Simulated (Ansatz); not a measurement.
# LaBi: a single-point run

The task is a single-point run on LaBi. The structure is shown as the input types it. The cell is built on a prototype (h-MgO type) and needn't be the phase found in nature.

Program: Ansatz 0.2.0. Level of theory: density functional or hybrid calculation with the settings of its input, plane waves (as first typed). These are calculated values, not measurements.

1 further run of the same task is left out (for a known fault of the program).

### 1 The system as given

The structure is hexagonal, space group P6_3/mmc (No. 194). The conventional cell has a = 5.640 Å, b = 5.640 Å, c = 6.594 Å, α = 90.00°, β = 90.00°, γ = 120.00°. Around La (site symmetry -6m2) lie 5 Bi at 3.26 to 3.30 Å. Around Bi (site symmetry -6m2) lie 5 La at 3.26 to 3.30 Å.

The input asks for a charge of +1 e on the cell.

As a file:

```cif
data_structure
_symmetry_space_group_name_H-M 'P6_3/mmc'
_symmetry_Int_Tables_number 194
_cell_length_a 5.6397
_cell_length_b 5.6397
_cell_length_c 6.5938
_cell_angle_alpha 90.000
_cell_angle_beta 90.000
_cell_angle_gamma 120.000
_cell_volume 181.63
loop_
_atom_site_label
_atom_site_type_symbol
_atom_site_symmetry_multiplicity
_atom_site_Wyckoff_symbol
_atom_site_fract_x
_atom_site_fract_y
_atom_site_fract_z
_atom_site_occupancy
La1 La 2 c 0.33333 0.66667 0.25000 1
Bi1 Bi 2 d 0.66667 0.33333 0.25000 1
```

### 2 The run

input.yaml reads:

```yaml
crystal:
  lattice:
    - [5.6397212308, 0.0, 0.0]
    - [-2.8198606154, 4.8841418562, 0.0]
    - [0.0, 0.0, 6.5938357271]
  atoms:
    - { symbol: La, position: [0.3333333333, 0.6666666667, 0.25] }
    - { symbol: La, position: [0.6666666667, 0.3333333333, 0.75] }
    - { symbol: Bi, position: [0.6666666667, 0.3333333333, 0.25] }
    - { symbol: Bi, position: [0.3333333333, 0.6666666667, 0.75] }
kpoints:
  mp_grid: { grid: [6, 6, 4] }
hamiltonian:
  xc: pbesol
scf:
  occupations: { method: fermi_dirac, width: 0.02 }
  n_extra_bands: 5
  max_iter: 68
output:
  forces: true
  stress: true
  eigenvalues: true
total_charge: 1
```

Started as:

```sh
> ansatz run input.yaml --threads 4 --pin off --max-ram 3686MiB --backend cpu --events-out ev --progress --plain --runs-dir out
```

Q: Will this input give a usable result? If not, why, and what should change?

This run ends as converged. Convergence says nothing about whether the input makes sense.

The suspect setting: total_charge is 1. The net charge is not the one intended, so the run treats another number of electrons.

The test: delete total_charge (the default then holds).
